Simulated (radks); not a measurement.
# Valence configurations of Bi

Aim: which of several valence configurations of Bi lies lowest at this level, and whether it is the one NIST lists ([Hg] 6p3).

The numbers are computed with radks (a radial shooting solver on a logarithmic mesh, Libxc functionals) version 1 (scalar-relativistic Kohn-Sham, PBE, spin-polarised, spherical densities, finite nucleus; open shells are filled with parallel spins first), except any that are marked as measured or tabulated.

## 1. What is computed

```
element            : bismuth (Z = 83)
charge             : 0
electrons          : 83
configuration      : [Hg] 6p3
nuclear rms radius : 5.5211 fm
others tried       : [Xe] 4f14 5d10 6s1.5 6p3.5; [Xe] 4f13 5d10 6s2 6p4; [Xe] 4f14 5d9 6s2 6p4; [Xe] 4f13 5d10 6s1.5 6p4.5; [Xe] 4f14 5d10 6p5; [Xe] 4f14 5d10 6s1 6p4; [Xe] 4f12 5d10 6s1.5 6p5.5; [Xe] 4f14 5d10 6s0.5 6p4.5; [Xe] 4f14 5d8 6s2 6p5
```

Outer shells as boxes (Hund's rule):

Bi
```
[Hg] core
6p [↑ ][↑ ][↑ ]
```

## 2. [Hg] 6p3

The run's settings:

```text
Z 83
configuration [Hg] 6p3
relativity scalar-relativistic
functional pbe,pbe
spin polarised
nucleus finite rms 5.5211 fm
c 137.035999084
```

## 3. [Xe] 4f14 5d10 6s1.5 6p3.5

Settings, as their differences from step 2:

```diff
@@ -1,3 +1,3 @@
 Z 83
-configuration [Hg] 6p3
+configuration [Xe] 4f14 5d10 6s1.5 6p3.5
 relativity scalar-relativistic
```

## 4. [Xe] 4f13 5d10 6s2 6p4

The run's settings:

```text
Z 83
configuration [Xe] 4f13 5d10 6s2 6p4
relativity scalar-relativistic
functional pbe,pbe
spin polarised
nucleus finite rms 5.5211 fm
c 137.035999084
```

## 5. [Xe] 4f14 5d9 6s2 6p4

The run's settings:

```text
Z 83
configuration [Xe] 4f14 5d9 6s2 6p4
relativity scalar-relativistic
functional pbe,pbe
spin polarised
nucleus finite rms 5.5211 fm
c 137.035999084
```

## 6. [Xe] 4f13 5d10 6s1.5 6p4.5

The run's settings:

```text
Z 83
configuration [Xe] 4f13 5d10 6s1.5 6p4.5
relativity scalar-relativistic
functional pbe,pbe
spin polarised
nucleus finite rms 5.5211 fm
c 137.035999084
```

## 7. [Xe] 4f14 5d10 6p5

The run's settings:

```text
Z 83
configuration [Xe] 4f14 5d10 6p5
relativity scalar-relativistic
functional pbe,pbe
spin polarised
nucleus finite rms 5.5211 fm
c 137.035999084
```

## 8. [Xe] 4f14 5d10 6s1 6p4

The run's settings:

```text
Z 83
configuration [Xe] 4f14 5d10 6s1 6p4
relativity scalar-relativistic
functional pbe,pbe
spin polarised
nucleus finite rms 5.5211 fm
c 137.035999084
```

## 9. [Xe] 4f12 5d10 6s1.5 6p5.5

The run's settings:

```text
Z 83
configuration [Xe] 4f12 5d10 6s1.5 6p5.5
relativity scalar-relativistic
functional pbe,pbe
spin polarised
nucleus finite rms 5.5211 fm
c 137.035999084
```

## 10. [Xe] 4f14 5d10 6s0.5 6p4.5

The run's settings:

```text
Z 83
configuration [Xe] 4f14 5d10 6s0.5 6p4.5
relativity scalar-relativistic
functional pbe,pbe
spin polarised
nucleus finite rms 5.5211 fm
c 137.035999084
```

## 11. [Xe] 4f14 5d8 6s2 6p5

The run's settings:

```text
Z 83
configuration [Xe] 4f14 5d8 6s2 6p5
relativity scalar-relativistic
functional pbe,pbe
spin polarised
nucleus finite rms 5.5211 fm
c 137.035999084
```

Q: Predict the outcome of this session. Wanted: for each run, valence; E − E(NIST configuration); moment; highest level; its energy; 1s shift.

As calculated:

| valence | E − E(NIST configuration) (eV) | moment (μB) | highest level | its energy (eV) | 1s shift (eV) |
| --- | --- | --- | --- | --- | --- |
| [Hg] 6p3 | 0.000 | 3 | 6p up | -5.181 | +0.00 |
| [Xe] 4f14 5d10 6s1.5 6p3.5 | 5.027 | 3 | 6p down | -3.786 | -0.94 |
| [Xe] 4f14 5d10 6s1 6p4 | 10.100 | 3 | 6p down | -4.172 | -1.86 |
| [Xe] 4f14 5d10 6s0.5 6p4.5 | 15.989 | 2 | 6p down | -4.887 | -2.83 |
| [Xe] 4f14 5d10 6p5 | 21.660 | 1 | 6p down | -5.545 | -3.73 |
| [Xe] 4f14 5d9 6s2 6p4 | 24.673 | 3 | 6p down | -4.809 | -6.34 |
| [Xe] 4f14 5d8 6s2 6p5 | 52.086 | 3 | 6p down | -6.115 | -12.67 |
| [Xe] 4f13 5d10 6s2 6p4 | 157.88 | 3 | 6p down | -4.900 | -21.31 |
| [Xe] 4f13 5d10 6s1.5 6p4.5 | 163.42 | 3 | 6p down | -5.257 | -22.19 |
| [Xe] 4f12 5d10 6s1.5 6p5.5 | 340.08 | 3 | 6p down | -6.621 | -44.13 |

Theory agrees with NIST among these: the next, [Xe] 4f14 5d10 6s1.5 6p3.5, lies 5.027 eV higher. The energies are those of spherical high-spin densities, not of single terms. The 1s eigenvalue shifts by up to 44.13 eV as the valence charge is rearranged.
